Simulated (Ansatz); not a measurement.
**CH3FO2Si: a spread of methods and bases**

How do the results and run time of CH3FO2Si respond when the settings are drawn wide?

Method: the settings change from run to run; program: Ansatz 0.2.0, Gaussian basis.

## Step 1: The relaxed structure

An earlier PBE0-D4 in a triple-zeta def2 set relaxation fixed the geometry.

SMILES `O[Si@H]1O[C@H]1F`, 8 atoms, charge 0, spin multiplicity 1.

Atoms are counted from 1 here; the program's logs count them from 0.

Bond lengths: O1–Si2 1.621 Å, O1–H6 0.961 Å, Si2–O3 1.661 Å, Si2–C4 1.810 Å, Si2–H7 1.469 Å, O3–C4 1.441 Å, C4–F5 1.369 Å, C4–H8 1.088 Å. Angles: Si2–O1–H6 117.7°, O1–Si2–O3 120.1°, O1–Si2–C4 122.9°, O1–Si2–H7 107.2°, O3–Si2–C4 48.8°, O3–Si2–H7 117.9°, C4–Si2–H7 127.6°, Si2–O3–C4 71.0°, Si2–C4–O3 60.2°, Si2–C4–F5 118.7°, Si2–C4–H8 131.2°, O3–C4–F5 111.5°, O3–C4–H8 113.1°, F5–C4–H8 108.7°.

## Step 2: PBE0/aug-pcseg-2

This run has coordinates scaled by 0.92, a point charge of 0.50 e beside it, high accuracy.

in.yaml reads:

```yaml
crystal:
  periodic: [false, false, false]
  atoms:
    - {symbol: O, position_ang: [-0.348680, 1.273140, 1.132429]}
    - {symbol: Si, position_ang: [0.528813, 0.360424, 0.343695]}
    - {symbol: O, position_ang: [0.263699, -1.144109, 0.342131]}
    - {symbol: C, position_ang: [-0.053858, -0.648738, -0.845471]}
    - {symbol: F, position_ang: [-1.296340, -0.690875, -1.046613]}
    - {symbol: H, position_ang: [-1.220517, 1.131852, 1.104112]}
    - {symbol: H, position_ang: [1.801490, 0.778822, 0.519551]}
    - {symbol: H, position_ang: [0.410127, -1.113049, -1.601354]}
basis:
  gaussian: {orbitals: aug-pcseg-2, point_charges: [{charge: 0.50, position_ang: [5.284, -0.626, -0.681]}]}
hamiltonian: {xc: {name: PBE0}}
accuracy: high
```

Launch:

```console
ansatz run in.yaml --threads 2 --pin off --events-out ev --progress --plain --max-ram 4352MiB
```

Standard output:

```text
Functional definition: PBE0
  name "PBE0"
  cite "Adamo & Barone, J. Chem. Phys. 110, 6158 (1999) doi:10.1063/1.478522"
  cite "Perdew, Burke & Ernzerhof, Phys. Rev. Lett. 77, 3865 (1996) doi:10.1103/PhysRevLett.77.3865"
  parent pbe
  parameter a = 0.25
  parameter kappa = 0.804
  parameter beta = 0.06672455060314922
  exchange = (1 - a)*pbe_x(kappa = kappa, mu = beta*pi^2/3) + a*exact_x
  correlation = pbe_c(beta = beta)
4680 factors; integrals over basis functions are off by at most 3.5e-9 eV
mean field evaluation 1: about -15756.3413 eV, gradient 7.4e1 eV
mean field evaluation 2: about -15747.5737 eV, gradient 1.0e2 eV
mean field evaluation 4: about -15765.1422 eV, gradient 5.5e0 eV
mean field evaluation 8: about -15765.4566 eV, gradient 3.5e-1 eV
mean field evaluation 16: about -15765.4568 eV, gradient 1.3e-4 eV
mean field -15765.45682410 eV, -579.3698520754 hartree, gradient 4.9e-8 eV, S^2 0.000000; 0 other end points of the search recorded, 0 dependent functions left out
reference -15765.45682917 eV, -579.3698522616 hartree; 24, 24 occupied and 279, 279 virtual orbitals, 4680 factors
Total energy: -15765.45682917 eV, -579.3698522616 hartree
```

It took 47 s on 2 threads of Arm Neoverse V1, shared host; peak memory 2.9 GiB.

## Step 3: PBE0/aug-cc-pVDZ

This run has D4 dispersion.

in.yaml reads:

```yaml
crystal:
  periodic: [false, false, false]
  atoms:
    - {symbol: O, position_ang: [-0.379000, 1.383848, 1.230901]}
    - {symbol: Si, position_ang: [0.574796, 0.391766, 0.373581]}
    - {symbol: O, position_ang: [0.286630, -1.243597, 0.371881]}
    - {symbol: C, position_ang: [-0.058542, -0.705150, -0.918990]}
    - {symbol: F, position_ang: [-1.409066, -0.750952, -1.137623]}
    - {symbol: H, position_ang: [-1.326649, 1.230274, 1.200122]}
    - {symbol: H, position_ang: [1.958141, 0.846546, 0.564729]}
    - {symbol: H, position_ang: [0.445791, -1.209836, -1.740602]}
basis:
  gaussian: {orbitals: aug-cc-pVDZ}
hamiltonian: {xc: {name: PBE0}, dispersion: d4}
output: {forces: true}
```

Same command.

Standard output (excerpt; [...] marks lines left out):

```text
Functional definition: PBE0
  name "PBE0"
  cite "Adamo & Barone, J. Chem. Phys. 110, 6158 (1999) doi:10.1063/1.478522"
  cite "Perdew, Burke & Ernzerhof, Phys. Rev. Lett. 77, 3865 (1996) doi:10.1103/PhysRevLett.77.3865"
  parent pbe
[...]
1308 factors; their error is unknown
[...]
mean field -15764.35722460 eV, -579.3294425388 hartree, gradient 4.1e-5 eV, S^2 0.000000; 0 other end points of the search recorded, 0 dependent functions left out
[...]
reference -15764.35726881 eV, -579.3294441637 hartree; 24, 24 occupied and 122, 122 virtual orbitals, 1308 factors
Total energy: -15764.48174886 eV, -579.3340187212 hartree
Atom 0 at    -0.379000     1.383848     1.230901 Å, force    -0.740720     0.882670     0.764378 eV/Å
Atom 1 at     0.574796     0.391766     0.373581 Å, force     0.989644     0.626039    -0.541181 eV/Å
Atom 2 at     0.286630    -1.243597     0.371881 Å, force    -0.216131    -1.355160     0.101389 eV/Å
Atom 3 at    -0.058542    -0.705150    -0.918990 Å, force     0.145240    -0.121720    -0.111168 eV/Å
Atom 4 at    -1.409066    -0.750952    -1.137623 Å, force    -0.391550     0.010546    -0.054498 eV/Å
Atom 5 at    -1.326649     1.230274     1.200122 Å, force    -0.081661    -0.022091    -0.009370 eV/Å
Atom 6 at     1.958141     0.846546     0.564729 Å, force     0.180588     0.057808     0.024277 eV/Å
Atom 7 at     0.445791    -1.209836    -1.740602 Å, force     0.114589    -0.078093    -0.173827 eV/Å
Dipole moment:     0.157339     0.279760    -0.053678 e Å
```

Run time: 3.8 s. Hardware: 2 threads of Arm Neoverse V1, shared host.

Largest force 1.383 eV/Å, dipole 1.56 D.

## Step 4: B97/cc-pVTZ-DK

Options: charge +1, multiplicity 2, density fitting with def2-universal-jkfit, a grid of angular degree 23.

in.yaml, as its differences from that of step 3:

```diff
@@ -12,4 +12,5 @@
 basis:
-  gaussian: {orbitals: aug-cc-pVDZ}
-hamiltonian: {xc: {name: PBE0}, dispersion: d4}
-output: {forces: true}
+  gaussian: {orbitals: cc-pVTZ-DK, fitting: {mean_field: def2-universal-jkfit}, final_grid: {core_spheres: 8, valence_spheres: 7, degree: 23}}
+total_charge: 1
+magnetization: {spin_polarized: true, initial_magnetization: 1}
+hamiltonian: {xc: {name: B97}}
```

Same command.

Standard output (excerpt; [...] marks lines left out):

```text
Functional definition: B97
  name "B97"
  cite "Becke, J. Chem. Phys. 107, 8554 (1997) doi:10.1063/1.475007"
[...]
      + integral(e_c_pw_opposite_spin*poly(b97_u_opposite, cos0, cos1, cos2))
488 factors; integrals over basis functions are off by at most 1.1e0 eV
[...]
mean field -15787.06393578 eV, -580.1638987835 hartree, gradient 1.6e-5 eV, S^2 0.753503; 0 other end points of the search recorded, 0 dependent functions left out
reference -15787.06395651 eV, -580.1638995456 hartree; 24, 23 occupied and 172, 173 virtual orbitals, 488 factors
Total energy: -15787.06395651 eV, -580.1638995456 hartree
Relativity: scalar
```

Wall time 4.7 s (2 threads of Arm Neoverse V1, shared host).

⟨S²⟩ 0.754.

## Step 5: wB97M-V/6-31++G**

This run has atoms shaken by 0.15 Å.

in.yaml reads:

```yaml
crystal:
  periodic: [false, false, false]
  atoms:
    - {symbol: O, position_ang: [-0.293078, 1.112987, 0.865593]}
    - {symbol: Si, position_ang: [0.651667, 0.616995, 0.286432]}
    - {symbol: O, position_ang: [0.385339, -1.235912, 0.214002]}
    - {symbol: C, position_ang: [0.219049, -0.643481, -0.845541]}
    - {symbol: F, position_ang: [-1.415501, -0.761942, -1.110045]}
    - {symbol: H, position_ang: [-1.339225, 1.141438, 1.136305]}
    - {symbol: H, position_ang: [1.793634, 0.889123, 0.629733]}
    - {symbol: H, position_ang: [0.587439, -1.331095, -1.865755]}
basis:
  gaussian: {orbitals: "6-31++G**"}
hamiltonian: {xc: {name: wB97M-V}}
```

The command is unchanged.

Standard output (excerpt; [...] marks lines left out):

```text
Functional definition: wB97M-V
  name "wB97M-V"
  cite "Mardirossian & Head-Gordon, J. Chem. Phys. 144, 214110 (2016) doi:10.1063/1.4952647"
  cite "Becke, J. Chem. Phys. 107, 8554 (1997) doi:10.1063/1.475007"
  cite "Vydrov & Van Voorhis, J. Chem. Phys. 133, 244103 (2010) doi:10.1063/1.3521275"
  # Of w^i u^j: cxij and so on, Table III.
[...]
  gx(w, u) = 1 - cx + cx01*u + cx10*w
  gss(w, u) = css00 + css04*u^4 + css10*w + css20*w^2 + css43*w^4*u^3
  gos(w, u) = cos00 + cos10*w + (cos20 + cos21*u)*w^2 + (cos60 + cos61*u)*w^6
[...]
      + integral(e_c_pw_mod_opposite_spin*gos(b97_w_opposite, b97_u_opposite)) + vv10(b, c)
1071 factors; their error is unknown
277 factors; integrals over basis functions are off by at most 1.3e-5 eV
[...]
mean field -15762.38396121 eV, -579.2569264469 hartree, gradient 3.4e-5 eV, S^2 0.000000; 0 other end points of the search recorded, 0 dependent functions left out
reference -15762.38405416 eV, -579.2569298628 hartree; 24, 24 occupied and 93, 93 virtual orbitals, 1071 factors
Total energy: -15762.38405416 eV, -579.2569298628 hartree
```

Run time: 9 s. Hardware: 2 threads of Arm Neoverse V1, shared host.

## Step 6: B2GP-PLYP/aug-pcseg-2

in.yaml reads:

```yaml
crystal:
  periodic: [false, false, false]
  atoms:
    - {symbol: O, position_ang: [-0.379000, 1.383848, 1.230901]}
    - {symbol: Si, position_ang: [0.574796, 0.391766, 0.373581]}
    - {symbol: O, position_ang: [0.286630, -1.243597, 0.371881]}
    - {symbol: C, position_ang: [-0.058542, -0.705150, -0.918990]}
    - {symbol: F, position_ang: [-1.409066, -0.750952, -1.137623]}
    - {symbol: H, position_ang: [-1.326649, 1.230274, 1.200122]}
    - {symbol: H, position_ang: [1.958141, 0.846546, 0.564729]}
    - {symbol: H, position_ang: [0.445791, -1.209836, -1.740602]}
basis:
  gaussian: {orbitals: aug-pcseg-2}
hamiltonian: {xc: {name: B2GP-PLYP}}
output: {forces: true}
```

Same command.

Standard output (excerpt; [...] marks lines left out):

```text
Functional definition: B2GP-PLYP
  name "B2GP-PLYP"
  cite "Karton, Tarnopolsky, Lamère, Schatz & Martin, J. Phys. Chem. A 112, 12868 (2008) doi:10.1021/jp801805p"
  cite "Becke, Phys. Rev. A 38, 3098 (1988) doi:10.1103/PhysRevA.38.3098"
  cite "Lee, Yang & Parr, Phys. Rev. B 37, 785 (1988) doi:10.1103/PhysRevB.37.785"
[...]
1935 factors; integrals over basis functions are off by at most 8.9e-4 eV
[...]
mean field -15757.04576218 eV, -579.0607512510 hartree, gradient 5.0e-6 eV, S^2 0.000000; 0 other end points of the search recorded, 0 dependent functions left out
9 core orbitals not correlated: weight in the atoms' cores, before any rotation towards them, 1.000 or more for the frozen orbitals, at most 0.000 for the correlated occupied ones
reference -15757.04590155 eV, -579.0607563727 hartree; 15, 15 occupied and 279, 279 virtual orbitals, 1935 factors
second order -30.90435256 eV of doubles, -0.00000000 eV of singles
[...]
Total energy: -15768.17146847 eV, -579.4696134158 hartree
Atom 0 at    -0.379000     1.383848     1.230901 Å, force    -0.166835    -0.031056    -0.028191 eV/Å
Atom 1 at     0.574796     0.391766     0.373581 Å, force     0.244230     0.056938     0.051190 eV/Å
Atom 2 at     0.286630    -1.243597     0.371881 Å, force     0.040804    -0.144515     0.233497 eV/Å
Atom 3 at    -0.058542    -0.705150    -0.918990 Å, force     0.304103     0.064904    -0.397288 eV/Å
Atom 4 at    -1.409066    -0.750952    -1.137623 Å, force    -0.214769    -0.023553    -0.033624 eV/Å
Atom 5 at    -1.326649     1.230274     1.200122 Å, force     0.130424     0.041619     0.026813 eV/Å
Atom 6 at     1.958141     0.846546     0.564729 Å, force    -0.205222    -0.056155    -0.046493 eV/Å
Atom 7 at     0.445791    -1.209836    -1.740602 Å, force    -0.132736     0.091817     0.194096 eV/Å
Dipole moment:     0.167085     0.303559    -0.049718 e Å
```

Wall time 50 s (2 threads of Arm Neoverse V1, shared host); peak memory 1.3 GiB.

Largest force 0.505 eV/Å, dipole 1.68 D.

## Step 7: r2SCAN50/ANO-RCC-VTZP

Options: the search for lower states set to off.

in.yaml, as its differences from that of step 6:

```diff
@@ -12,4 +12,4 @@
 basis:
-  gaussian: {orbitals: aug-pcseg-2}
-hamiltonian: {xc: {name: B2GP-PLYP}}
-output: {forces: true}
+  gaussian: {orbitals: ANO-RCC-VTZP}
+hamiltonian: {xc: {name: r2SCAN50}}
+scf: {lower_state_search: off}
```

Same command.

Standard output (excerpt; [...] marks lines left out):

```text
Functional definition: r2SCAN50
  name "r2SCAN50"
  cite "Bursch, Neugebauer, Ehlert & Grimme, J. Chem. Phys. 156, 134105 (2022) doi:10.1063/5.0086040"
  cite "Furness, Kaplan, Ning, Perdew & Sun, J. Phys. Chem. Lett. 11, 8208 (2020) doi:10.1021/acs.jpclett.0c02405"
  cite "Furness, Kaplan, Ning, Perdew & Sun, J. Phys. Chem. Lett. 11, 9248 (2020) doi:10.1021/acs.jpclett.0c03077"
  parent r2scan
[...]
1567 factors; their error is unknown
[...]
mean field -15794.53629470 eV, -580.4385029091 hartree, gradient 3.0e-6 eV, S^2 0.000000; 0 other end points of the search recorded, 0 dependent functions left out
reference -15794.53630802 eV, -580.4385033983 hartree; 24, 24 occupied and 172, 172 virtual orbitals, 1567 factors
Total energy: -15794.53630802 eV, -580.4385033983 hartree
Relativity: scalar
Checks for a lower state left out: stability, starts, cluster_reference, orbital_swaps, neighbouring_geometries, increment
```

It took 7.5 s on 2 threads of Arm Neoverse V1, shared host; peak memory 0.44 GiB.

## Step 8: RPA/ANO-RCC-VTZP

This run has atoms shaken by 0.15 Å, a point charge of -1.00 e beside it, correlated electrons set to all.

in.yaml reads:

```yaml
crystal:
  periodic: [false, false, false]
  atoms:
    - {symbol: O, position_ang: [-0.634815, 1.336828, 1.367980]}
    - {symbol: Si, position_ang: [0.485181, 0.594779, 0.498687]}
    - {symbol: O, position_ang: [0.422175, -1.218078, -0.003859]}
    - {symbol: C, position_ang: [-0.096495, -0.274189, -0.904720]}
    - {symbol: F, position_ang: [-1.406698, -0.823126, -1.280691]}
    - {symbol: H, position_ang: [-1.342145, 1.503768, 1.318116]}
    - {symbol: H, position_ang: [1.873115, 0.594305, 0.762856]}
    - {symbol: H, position_ang: [0.329379, -1.141476, -1.802665]}
basis:
  gaussian: {orbitals: ANO-RCC-VTZP, point_charges: [{charge: -1.00, position_ang: [6.858, -0.091, -0.709]}]}
hamiltonian: {xc: {name: r2SCAN}}
correlation: {method: rpa, electrons: all}
```

Launched as before.

Standard output:

```text
Functional definition: r2SCAN
  name "r2SCAN"
  cite "Furness, Kaplan, Ning, Perdew & Sun, J. Phys. Chem. Lett. 11, 8208 (2020) doi:10.1021/acs.jpclett.0c02405"
  cite "Furness, Kaplan, Ning, Perdew & Sun, J. Phys. Chem. Lett. 11, 9248 (2020) doi:10.1021/acs.jpclett.0c03077"
  parent r2scan
  parameter k0 = 0.174
  parameter k1 = 0.065
  parameter a1 = 4.9479
  exchange = r2scan_x(k0 = k0, k1 = k1, a1 = a1)
  correlation = r2scan_c
1165 factors; integrals over basis functions are off by at most 8.8e-4 eV
mean field evaluation 1: about -15779.2046 eV, gradient 8.6e1 eV
mean field evaluation 2: about -15779.2041 eV, gradient 8.6e1 eV
mean field evaluation 4: about -15785.1151 eV, gradient 5.7e1 eV
mean field evaluation 8: about -15791.2892 eV, gradient 8.6e-1 eV
mean field evaluation 16: about -15791.2858 eV, gradient 2.0e-4 eV
mean field -15791.28579662 eV, -580.3190493077 hartree, gradient 4.5e-6 eV, S^2 0.000000; 0 other end points of the search recorded, 0 dependent functions left out
reference -15739.57685920 eV, -578.4187809073 hartree; 24, 24 occupied and 172, 172 virtual orbitals, 1165 factors
Total energy: -15783.60533437 eV, -580.0367975261 hartree
Relativity: scalar
```

Wall time 21 s (2 threads of Arm Neoverse V1, shared host); peak memory 0.47 GiB.

## Step 9: B3LYP/pcseg-2

This run has unrestricted orbitals, D4 dispersion, high accuracy, the search for lower states set to light.

in.yaml reads:

```yaml
crystal:
  periodic: [false, false, false]
  atoms:
    - {symbol: O, position_ang: [-0.379000, 1.383848, 1.230901]}
    - {symbol: Si, position_ang: [0.574796, 0.391766, 0.373581]}
    - {symbol: O, position_ang: [0.286630, -1.243597, 0.371881]}
    - {symbol: C, position_ang: [-0.058542, -0.705150, -0.918990]}
    - {symbol: F, position_ang: [-1.409066, -0.750952, -1.137623]}
    - {symbol: H, position_ang: [-1.326649, 1.230274, 1.200122]}
    - {symbol: H, position_ang: [1.958141, 0.846546, 0.564729]}
    - {symbol: H, position_ang: [0.445791, -1.209836, -1.740602]}
basis:
  gaussian: {orbitals: pcseg-2}
magnetization: {spin_polarized: true, initial_magnetization: 0}
hamiltonian: {xc: {name: B3LYP}, dispersion: d4}
accuracy: high
scf: {lower_state_search: light}
```

Launched as before.

Standard output (excerpt; [...] marks lines left out):

```text
Functional definition: B3LYP
  name "B3LYP"
  cite "Stephens, Devlin, Chabalowski & Frisch, J. Phys. Chem. 98, 11623 (1994) doi:10.1021/j100096a001"
  cite "Becke, Phys. Rev. A 38, 3098 (1988) doi:10.1103/PhysRevA.38.3098"
  cite "Lee, Yang & Parr, Phys. Rev. B 37, 785 (1988) doi:10.1103/PhysRevB.37.785"
  cite "Vosko, Wilk & Nusair, Can. J. Phys. 58, 1200 (1980) doi:10.1139/p80-159"
[...]
3565 factors; integrals over basis functions are off by at most 5.3e-9 eV
[...]
mean field -15779.64677222 eV, -579.8913230505 hartree, gradient 2.5e-8 eV, S^2 0.000000; 0 other end points of the search recorded, 0 dependent functions left out
reference -15779.64681342 eV, -579.8913245646 hartree; 24, 24 occupied and 172, 172 virtual orbitals, 3565 factors
Total energy: -15779.88894312 eV, -579.9002226667 hartree
```

Wall time 25 s (2 threads of Arm Neoverse V1, shared host); peak memory 1.3 GiB.

⟨S²⟩ 0.000.

## Step 10: PBE0-DH/cc-pVTZ

Set apart from the defaults: multiplicity 3.

in.yaml, as its differences from that of step 9:

```diff
@@ -12,6 +12,5 @@
 basis:
-  gaussian: {orbitals: pcseg-2}
-magnetization: {spin_polarized: true, initial_magnetization: 0}
-hamiltonian: {xc: {name: B3LYP}, dispersion: d4}
-accuracy: high
-scf: {lower_state_search: light}
+  gaussian: {orbitals: cc-pVTZ}
+magnetization: {spin_polarized: true, initial_magnetization: 2}
+hamiltonian: {xc: {name: PBE0-DH}}
+output: {forces: true}
```

The command is unchanged.

Standard output (excerpt; [...] marks lines left out):

```text
Functional definition: PBE0-DH
  name "PBE0-DH"
  cite "Brémond & Adamo, J. Chem. Phys. 135, 024106 (2011) doi:10.1063/1.3604569"
  cite "Perdew, Burke & Ernzerhof, Phys. Rev. Lett. 77, 3865 (1996) doi:10.1103/PhysRevLett.77.3865"
[...]
1170 factors; integrals over basis functions are off by at most 1.3e-3 eV
[...]
mean field -15756.50410139 eV, -579.0408455838 hartree, gradient 2.4e-6 eV, S^2 2.010182; 3 other end points of the search recorded, 0 dependent functions left out
9 core orbitals not correlated: weight in the atoms' cores, before any rotation towards them, 1.000 or more for the frozen orbitals, at most 0.000 for the correlated occupied ones
reference -15756.50411973 eV, -579.0408462580 hartree; 16, 14 occupied and 171, 173 virtual orbitals, 1170 factors
second order -32.89445336 eV of doubles, -0.00000000 eV of singles
[...]
Total energy: -15760.61592640 eV, -579.1919523660 hartree
Atom 0 at    -0.379000     1.383848     1.230901 Å, force    -1.424918    -0.631062     0.881125 eV/Å
Atom 1 at     0.574796     0.391766     0.373581 Å, force     4.108723     6.867285     2.224821 eV/Å
Atom 2 at     0.286630    -1.243597     0.371881 Å, force    -0.896250     1.414772    -2.560144 eV/Å
Atom 3 at    -0.058542    -0.705150    -0.918990 Å, force    -4.385461    -7.970592    -1.831068 eV/Å
Atom 4 at    -1.409066    -0.750952    -1.137623 Å, force     1.483550     0.336946     0.272801 eV/Å
Atom 5 at    -1.326649     1.230274     1.200122 Å, force     0.279809     0.146307     0.156051 eV/Å
Atom 6 at     1.958141     0.846546     0.564729 Å, force     0.454133    -0.871236     1.065684 eV/Å
Atom 7 at     0.445791    -1.209836    -1.740602 Å, force     0.380414     0.707579    -0.209270 eV/Å
Dipole moment:    -0.278603    -0.444273    -0.256994 e Å
```

Run time: 37 s. Hardware: 2 threads of Arm Neoverse V1, shared host; peak memory 0.97 GiB.

Largest force 9.280 eV/Å, dipole 2.81 D, ⟨S²⟩ 2.010.

## Step 11: The runs in one table

```csv
level,charge,multiplicity,geometry,functions,energy (eV),time
PBE0/aug-pcseg-2,0,1,"scaled, point charge",303,-15765.457,47 s
PBE0/aug-cc-pVDZ,0,1,relaxed,146,-15764.482,3.8 s
B97/cc-pVTZ-DK,1,2,relaxed,196,-15787.064,4.7 s
wB97M-V/6-31++G**,0,1,shaken,117,-15762.384,9 s
B2GP-PLYP/aug-pcseg-2,0,1,relaxed,303,-15768.171,50 s
r2SCAN50/ANO-RCC-VTZP,0,1,relaxed,196,-15794.536,7.5 s
RPA/ANO-RCC-VTZP,0,1,"shaken, point charge",196,-15783.605,21 s
B3LYP/pcseg-2,0,1,relaxed,196,-15779.889,25 s
PBE0-DH/cc-pVTZ,0,3,relaxed,196,-15760.616,37 s
```

## Step 12: What came out

| quantity | value |
| --- | --- |
| runs | 9 |
| quickest | PBE0/aug-cc-pVDZ, 3.8 s |
| slowest | B2GP-PLYP/aug-pcseg-2, 50 s |
| spread of total energies, same state and geometry | 30.1 eV |
| dipole, same state and geometry | 1.56 to 1.68 D |

**Reading.** B2GP-PLYP/aug-pcseg-2 took 13 times as long as PBE0/aug-cc-pVDZ. The jobs differ in tasks and options as well as level. The totals spread over 30 eV; they can't be compared across methods or bases. Some of these runs are scalar-relativistic and others not, which shifts the totals of all-electron atoms past neon by eV; core potentials, where a basis has them, take the core out of the total altogether. At the PBE0-D4/def2-TZVP geometry and in the same state, runs without warnings or point charges leave forces up to 1.38 eV/Å (PBE0/aug-cc-pVDZ).
